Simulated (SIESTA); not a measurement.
Crystal: TeAs2.

```
Te As
1.0
    -3.55645    3.55645    2.94052
     3.55645   -3.55645    2.94052
     3.55645    3.55645   -2.94052
Te As
2 4
Direct
  0.00000 0.00000 0.00000
  0.75000 0.25000 0.50000
  0.87500 0.62500 0.25000
  0.37500 0.62500 0.75000
  0.37500 0.12500 0.75000
  0.37500 0.62500 0.25000
```

The cell comes from a database or a generator and needn't be the stable form of this composition.

* Program: SIESTA 5.4.2
* Task: single point
* Functional: PBEsol
* Potentials or basis: PseudoDojo 0.4 standard (PBEsol files)
* Basis: DZP (energy shift 0.003 Ry; two zetas on semicore shells)
* Grid cutoff: 500 Ry
* Energy shift: 0.003 Ry
* k mesh: 6 × 6 × 6
* Occupations: fermi-dirac, width 0.05 eV
* Spin: no spin polarisation

On this cell: pressure -2.1 GPa; largest force under 0.003 eV/Å; band gap on the k mesh none (metal or under the smearing width).

The same run follows on a disturbed copy (atoms moved at random, drawn with an rms of 0.05 Å):

```xyz
6
Lattice="-3.5565 3.5565 2.9405 3.5565 -3.5565 2.9405 3.5565 3.5565 -2.9405" Properties=species:S:1:pos:R:3 pbc="T T T"
Te   -0.0249    0.0381    0.0114
Te   -0.0315    3.5362    1.4653
As   -0.0334    1.7420    3.6240
As    3.5350    1.8253    0.7093
As    1.7633    3.5397   -0.7635
As    1.7248    0.0087    2.2924
```

Question: What changes?

Answer: The energy (extrapolated to zero smearing) moves by -1.6 meV/atom; pressure -1.7 GPa; largest force 0.332 eV/Å; band gap on the k mesh none (metal or under the smearing width).

Forces in eV/Å, atoms in the order of the input:
```
Te   0.097 -0.089 -0.079
Te   0.151  0.130  0.086
As   0.112 -0.056 -0.097
As   0.071  0.003 -0.111
As  -0.131  0.001  0.060
As  -0.300  0.013  0.142
```

Stress tensor (GPa, compression positive):
```
-1.80 -0.01  0.06
-0.01 -2.01 -0.45
 0.06 -0.45 -1.29
```

The energy falls, though the first cell shows no forces: that form is unstable against this distortion, unless noise or another electronic state is at work.

Caveats: the basis of atomic orbitals isn't converged, which shifts pressures, moduli and gaps.
